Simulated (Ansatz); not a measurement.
**NaCl: from the listed structure to its properties**

The task here is to estimate one member of a computed series from the others.

The COD entry's cell or inner coordinates are ideal or old and differ from later refinements, so a difference from it is no clean test against experiment.

Computed with Ansatz 0.2.0 (DFT HSE06, scalar-relativistic, plane waves, PAW, unless a step's input says otherwise).

## The starting structure

It takes space group Fm-3m (No. 225, cubic). The conventional cell has a = 5.620 Å, b = 5.620 Å, c = 5.620 Å, α = 90.00°, β = 90.00°, γ = 90.00°. Around Na (site symmetry m-3m) lie 6 Cl at 2.81 Å. Cl (site symmetry m-3m) is surrounded by 6 Na at 2.81 Å.

Structure file:

```cif
data_structure
_symmetry_space_group_name_H-M 'P 1'
_symmetry_Int_Tables_number 1
_cell_length_a 3.9739
_cell_length_b 3.9739
_cell_length_c 3.9739
_cell_angle_alpha 60.000
_cell_angle_beta 60.000
_cell_angle_gamma 60.000
_cell_volume 44.38
loop_
_atom_site_label
_atom_site_type_symbol
_atom_site_fract_x
_atom_site_fract_y
_atom_site_fract_z
_atom_site_occupancy
Na1 Na 0.00000 0.00000 0.00000 1
Cl1 Cl 0.50000 0.50000 0.50000 1
```

The structure comes from the Crystallography Open Database.

The first run:

(A quick probe on a coarse mesh, which set the mesh and smearing, is not shown.)

input.yaml reads:

```yaml
crystal:
  lattice:
    - [0.0, 2.81, 2.81]
    - [2.81, 0.0, 2.81]
    - [2.81, 2.81, 0.0]
  atoms:
    - { symbol: Na, position: [0.0, 0.0, 0.0] }
    - { symbol: Cl, position: [0.5, 0.5, 0.5] }
basis:
  ecutwfc: 420
kpoints:
  mp_grid: { grid: [4, 4, 4] }
hamiltonian:
  xc: hse06
scf:
  occupations: { method: gaussian, width: 0.02 }
output:
  forces: true
  stress: true
  eigenvalues: true
  write_density: true
  write_potential: true
  elf: true
  volumetric_format: npy
relax:
  adjacent_minimum: "off"
  f_tol: 0.005
  max_steps: 80
  cell: { stress_tol: 0.05 }
```

The run is started by

```bash
ansatz run input.yaml --threads 4 --pin off --max-ram 10240MiB --backend cpu --events-out ev --progress --plain --runs-dir out
```

Among the steps run: Full relaxation; The cell scaled to 0.97 of its volume; Volume × 1.03; Point at V/V0 = 0.94; Volume × 1.06.

One table of the session follows, with a row left open; its other results are not shown here.

It belongs to the step «Equation of state». 

```
volume (Å³/atom)  energy above the lowest point (meV/atom)  pressure (GPa)  gap on the mesh (eV)
          21.237                                       7.2            1.80                  6.72
          21.915                                       1.7            0.83                  6.58
          22.593                                       0.0            0.00                  6.45
          23.271                                         ?               ?                     ?
          23.949                                       5.7           -1.26                  6.22
```

**Question.** Estimate the row for volume (Å³/atom) = 23.271.

Worked estimate for «energy above the lowest point (meV/atom)». A straight line through the neighbours (22.593, 0.0) and (23.949, 5.7) gives 0.0 + (5.7 − 0.0) × (23.271 − 22.593) / (23.949 − 22.593) = 2.9; a parabola fitted to 3 rows on both sides gives 1.3.

**Answer.** energy above the lowest point (meV/atom): 1.5; pressure (GPa): -0.68; gap on the mesh (eV): 6.33. In «energy above the lowest point (meV/atom)» the line misses by +1.4 and the parabola by -0.2.

Caveats from the session: Warnings in the runs' records: stress exchange threshold loose, stress scf threshold loose.
